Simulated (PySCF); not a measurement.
**Cl2GaH4N: electronic excitations**

Aim: predict the electronic excitations of Cl2GaH4N (`[NH3+][GaH-]([Cl])[Cl]`).

Programs: PySCF 2.14.0, with density-fitted response routines of our own. Each step states its level of theory. These are calculated values for one molecule in the gas phase, unless marked as measured. Atoms are numbered from 0 throughout.

## (1) Starting geometry

8 atoms, charge 0, multiplicity 1; geometry from: GFN2-xTB.

Bonds of the start (Å): N0–Ga1 2.24, Ga1–Cl2 2.09, Ga1–Cl3 2.09, N0–H4 1.02, N0–H5 1.02, N0–H6 1.02, Ga1–H7 1.54.

## (2) Excited states and response: PBE0/def2-SVPD

The job: settings as JSON, then the geometry in Å.

```
{"job": {"kind": "uv", "xc": "PBE0", "basis": "def2-SVPD", "nstates": 8, "ntriplets": 3}, "charge": 0, "multiplicity": 1}
N     -1.067277    -0.238263    -0.042264
Ga     1.109743     0.232790     0.184172
Cl     1.909349    -1.290020    -1.008674
Cl     1.117124     2.182091    -0.578869
H     -1.302612    -0.167203    -1.032379
H     -1.290391    -1.182424     0.267805
H     -1.653659     0.418179     0.470161
H      1.186780     0.054262     1.715484
```

With the program's defaults for keys left out, this is: TDDFT PBE0/def2-SVPD, vertical, gas phase, core orbitals frozen in the response.

The run is started by

```bash
OMP_NUM_THREADS=1 python probes_run.py task.json out
```

One launch serves the whole session: the jobs run in the order shown.

Standard output:

```text
coarse grid: 35056 points
cycle   1  E = -2901.3164090050  dE = -3.435e-01  |g| = 5.838e-01  |ddm| = 3.464e+00
cycle   2  E = -2901.2929963204  dE =  2.341e-02  |g| = 7.408e-01  |ddm| = 1.370e+00
cycle   3  E = -2901.3759165216  dE = -8.292e-02  |g| = 4.116e-02  |ddm| = 7.560e-01
cycle   4  E = -2901.3762902748  dE = -3.738e-04  |g| = 1.323e-02  |ddm| = 8.196e-02
cycle   5  E = -2901.3763292992  dE = -3.902e-05  |g| = 2.958e-03  |ddm| = 2.304e-02
cycle   6  E = -2901.3763311453  dE = -1.846e-06  |g| = 1.118e-03  |ddm| = 4.082e-03
final grid: 69264 points
cycle   7  E = -2901.3763390869  dE =  1.612e-07  |g| = 1.503e-03  |ddm| = 5.066e-03
cycle   8  E = -2901.3763386553  dE =  4.316e-07  |g| = 2.064e-03  |ddm| = 3.167e-03
cycle   9  E = -2901.3763395771  dE = -9.218e-07  |g| = 6.035e-05  |ddm| = 1.745e-03
cycle  10  E = -2901.3763395781  dE = -9.777e-10  |g| = 5.102e-06  |ddm| = 9.652e-05
converged SCF energy = -2901.3763395781

Static polarisability (au): isotropic 67.000, principal 61.001 66.410 73.588

Singlet excitations
state   eV       nm        f      main configurations
  1   6.7137    184.7   0.03750   H->L 0.98
  2   7.0844    175.0   0.01424   H-1->L 0.97
  3   7.3263    169.2   0.00054   H-2->L 0.92
  4   7.3410    168.9   0.08811   H->L+1 0.73, H-3->L 0.23
  5   7.4469    166.5   0.17341   H-3->L 0.74, H->L+1 0.22
  6   7.6296    162.5   0.01951   H-1->L+1 0.81, H-2->L+1 0.10
  7   7.8302    158.3   0.01314   H-2->L+1 0.82
  8   7.8754    157.4   0.04826   H->L+2 0.89

Triplet excitations (Tamm-Dancoff, eV): 6.5091 6.6840 6.9920
```

Run time: 24 s. Hardware: 1 thread of Arm Neoverse N1, shared host; peak memory 0.6 GiB.

Frontier orbitals and where they lie:

```csv
orbital,eV,atoms
HOMO−3,-8.96,"Cl3 43 %, Cl2 39 %, N0 9 %"
HOMO−2,-8.84,"Cl2 48 %, Cl3 44 %, Ga1 8 %"
HOMO−1,-8.62,"Cl2 48 %, Cl3 48 %, Ga1 4 %"
HOMO,-8.23,"Cl2 27 %, Cl3 26 %, Ga1 22 %"
LUMO,-0.56,"Ga1 29 %, N0 15 %, H6 14 %"
LUMO+1,0.31,"Ga1 39 %, Cl3 21 %, Cl2 21 %"
LUMO+2,0.84,"Ga1 45 %, H7 14 %, Cl2 14 %"
```

With each of the 8 states as a Gaussian band of 0.4 eV half-width at 1/e, the curve within the window shown has maxima at 167 nm (ε 12,000) L/(mol cm). Beyond the last state computed it falls off for lack of states. The curve at chosen wavelengths:

| nm | ε (L/mol/cm) |
| --- | --- |
| 152 | 1790 |
| 154 | 2912 |
| 156 | 4351 |
| 158 | 6066 |
| 160 | 7949 |
| 162 | 9783 |
| 164 | 11258 |
| 166 | 12061 |
| 168 | 12013 |
| 170 | 11150 |
| 172 | 9703 |
| 174 | 8003 |
| 176 | 6355 |
| 179 | 4383 |
| 181 | 3465 |
| 183 | 2807 |
| 185 | 2322 |
| 187 | 1936 |
| 189 | 1600 |
| 191 | 1292 |
| 193 | 1011 |
| 195 | 762 |
| 197 | 553 |
| 199 | 386 |
| 201 | 259 |
| 203 | 167 |

Further results of this job:

```
           property  computed
  dipole moment (D)      5.58
polarisability (Å³)      9.93
 HOMO–LUMO gap (eV)      7.67
      −ε(HOMO) (eV)      8.23
```

## (3) Summary of results

| quantity | value |
| --- | --- |
| lowest singlet (PBE0/def2-SVPD) | 6.71 eV (185 nm), f = 0.037 |
| brightest single state of those computed | state 5, 7.45 eV, f = 0.173 |
| lowest triplet | 6.51 eV |

The first singlet state (HOMO→LUMO 0.98) lies at 6.71 eV and is weak; of the 8 states computed, the strongest absorption comes from state 5 at 7.45 eV. The lowest triplet lies 0.20 eV below the lowest singlet (triplets in Tamm-Dancoff, singlets in full TDDFT).
